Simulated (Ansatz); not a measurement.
Write a Python script for Ansatz 0.2.0, Python API that makes a relaxation driven by ASE of Mg3Zn, space group Fm-3m. Level of theory (first run): PBEsol, PAW, cutoff 558 eV, 5×5×5 k-points, Fermi-Dirac smearing of 0.1 eV, D4 dispersion.

```
Mg Zn
1.0
     0.00000    3.43371    3.43371
     3.43371    0.00000    3.43371
     3.43371    3.43371    0.00000
Mg Zn
3 1
Direct
  0.50000 0.50000 0.50000
  0.25000 0.25000 0.25000
  0.75000 0.75000 0.75000
  0.00000 0.00000 0.00000
```

`ase_relax.py`
```python
'''ASE drives the relaxation of Mg3Zn.'''

from dataclasses import dataclass
import warnings

import ansatz
from ase import Atoms
from ase.calculators.calculator import Calculator, all_changes
from ase.filters import FrechetCellFilter
from ase.optimize import BFGSLineSearch
from ase.units import GPa
import numpy as np


@dataclass(frozen=True)
class RunConfig:
    filling: str = 'Fermi-Dirac'
    smearing_width: float = 0.1
    dispersion: str = 'd4'
    kmesh: tuple[int, ...] = (5, 5, 5)
    tolerance: float = 1e-10


cfg = RunConfig()


class PlaneWaves(Calculator):
    implemented_properties = ['energy', 'free_energy', 'forces', 'stress']

    def calculate(self, atoms=None, properties=('energy',), system_changes=all_changes):
        super().calculate(atoms, properties, system_changes)
        bare = self.atoms.copy()
        bare.set_constraint()
        bare.set_momenta(None)
        job = (
            ansatz.Crystal.from_ase(bare).calculation()
            .basis(41 * ansatz.Ry)
            .occupations(cfg.filling, width=cfg.smearing_width)
            .functional(ansatz.Functional.PBESOL, dispersion=cfg.dispersion)
            .kpoints(*cfg.kmesh)
            .scf(tolerance=cfg.tolerance)
            .forces()
            .stress()
        )
        report = job.run().report
        self.results['free_energy'] = report['lagrangian_ev']
        self.results['energy'] = report.get('lagrangian_sigma0_ev', report['lagrangian_ev'])
        self.results['forces'] = np.array(report['forces_ev_ang'])
        s = -np.array(report['stress_gpa']) * GPa  # ASE counts tension as positive
        self.results['stress'] = s[[0, 1, 2, 1, 0, 0], [0, 1, 2, 2, 2, 1]]


def main() -> None:
    warnings.simplefilter('ignore')
    atoms = Atoms(
        ['Mg', 'Mg', 'Mg', 'Zn'],
        cell=[[0.0, 3.433711, 3.433711], [3.433711, 0.0, 3.433711], [3.433711, 3.433711, 0.0]],
        scaled_positions=[
            [0.5, 0.5, 0.5],
            [0.25, 0.25, 0.25],
            [0.75, 0.75, 0.75],
            [0.0, 0.0, 0.0],
        ],
        pbc=True,
    )
    atoms.calc = PlaneWaves()
    before = atoms.get_potential_energy(), atoms.get_volume()
    target = FrechetCellFilter(atoms)
    optimiser = BFGSLineSearch(target, logfile=None)


    def tell():
        fmax = np.linalg.norm(target.get_forces(), axis=1).max()
        print(f'step {optimiser.nsteps:2d}  E = {atoms.get_potential_energy():.5f} eV  fmax = {fmax:.4f}  V = {atoms.get_volume():.3f} A^3')


    optimiser.attach(tell)
    met = optimiser.run(fmax=0.03, steps=20)
    print('threshold met:', bool(met), ' energy gained:', round(before[0] - atoms.get_potential_energy(), 5), 'eV')
    print('cell lengths and angles:', np.round(atoms.cell.cellpar(), 3))
    print(np.round(atoms.get_scaled_positions(), 4))


if __name__ == '__main__':
    main()
```

```console
$ python ase_relax.py
step  0  E = -9017.27996 eV  fmax = 0.2126  V = 80.969 A^3
step  1  E = -9017.28824 eV  fmax = 0.0188  V = 79.988 A^3
threshold met: True  energy gained: 0.00828 eV
cell lengths and angles: [ 4.836  4.836  4.836 60.    60.    60.   ]
[[0.5  0.5  0.5 ]
 [0.25 0.25 0.25]
 [0.75 0.75 0.75]
 [0.   0.   0.  ]]
```

Caveats:
- Absolute energies stand on the zero of these potentials, so only differences at equal settings mean something. A total without «per atom» is that of the whole cell that was run.
- Dispersion corrections can be off by several per cent in the lattices of metals, and by several GPa in the pressure at a fixed cell.
- For a metal this k-point mesh is coarse: on a finer one energies can move by several to tens of meV an atom and pressures by half a GPa or more, differences at one mesh by less.
- The structure comes from a database of computed cells and needn't be a stable or known phase.
- The script silences warnings, which a real study should read.
- Finished in 12 s on 1 thread of Arm Neoverse V2 (shared host), peak memory 0.47 GiB.
